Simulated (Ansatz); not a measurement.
CH6Al2FNO, SMILES N[CH]([AlH2])[Al]([OH])[F], a single point in a Gaussian basis

Run with the Ansatz DFT code, driven from Python.

`energy.py`
```python
"""Electronic structure of the CH6Al2FNO molecule."""

from pathlib import Path
import json

import ansatz as az
from ase import Atoms

BASIS_SET = "def2-SVPD"
FUNCTIONAL = "b3lyp"

atoms = Atoms(["N", "C", "Al", "Al", "O", "F", "H", "H", "H", "H", "H", "H"], positions=[
    (-1.1839, -1.0428, 1.0515),
    (-0.0386, -0.2265, 0.7255),
    (1.1518, -1.1942, -0.5546),
    (-0.4719, 1.554, -0.0603),
    (0.0072, 1.9934, -1.7638),
    (-1.5642, 2.6991, 0.8937),
    (-1.6784, -1.2721, 0.1521),
    (-0.9002, -1.8614, 1.5149),
    (0.5326, -0.0047, 1.7039),
    (0.7944, -2.6516, -1.0383),
    (2.533, -0.5076, -0.9996),
    (0.8953, 2.4591, -1.591),
])
molecule = az.Crystal.molecule_from_ase(atoms)

base = (
    molecule.calculation()
    .basis(gaussian=BASIS_SET)  # atom-centred Gaussian functions
    .functional(FUNCTIONAL)
    .orbitals()
)
out = base.run(threads=1, backend="cpu", runs_dir="out")
summary = out.report

print(f"E = {summary['free_energy_ev']:.6f} eV = {summary['free_energy_ev'] / 27.211386246:.7f} Ha")
print("converged:", summary["converged"], " doubts:", summary["published_state_doubts"] or "none")

lines = Path(summary["orbitals_path"]).read_text().splitlines()
field_of = lambda key: [line.split("=")[1].strip() for line in lines if line.startswith(key)]
orbitals = [(27.211386 * float(e), s, float(n)) for e, s, n in zip(field_of("Ene="), field_of("Spin="), field_of("Occup="))]
homo = max(e for e, _, n in orbitals if n > 0.5)
lumo = min(e for e, _, n in orbitals if n < 0.5)
print(f"HOMO {homo:.3f} eV, LUMO {lumo:.3f} eV, gap {lumo - homo:.3f} eV")
with open("ch6al2fno.json", "w") as handle:
    json.dump({k: summary[k] for k in ("free_energy_ev", "reference_energy_ev", "n_occupied", "n_virtual")}, handle, indent=1)
```

Running `python energy.py` prints:
```text
E = -20576.617208 eV = -756.1767351 Ha
converged: True  doubts: none
HOMO -6.020 eV, LUMO -1.967 eV, gap 4.052 eV
```

File `ch6al2fno.json` afterwards:
```json
{
 "free_energy_ev": -20576.617207714524,
 "reference_energy_ev": -20576.617207714524,
 "n_occupied": [
  31,
  31
 ],
 "n_virtual": [
  151,
  151
 ]
}
```

Total energies depend on the basis set; only differences at equal settings carry meaning. The geometry is a force-field or estimated start, not a minimum of this method, and the basis set is short of its limit. b3lyp holds the VWN-RPA fit, as in Gaussian; the form of ORCA and Turbomole is b3lyp5. Levels such as HOMO and LUMO are orbital energies: with these approximate functionals they aren't the ionisation energy and electron affinity, and their gap isn't the fundamental gap. Run time: 12 s on 1 thread of Arm Neoverse V1, with other jobs on the host, peak memory 0.59 GiB.
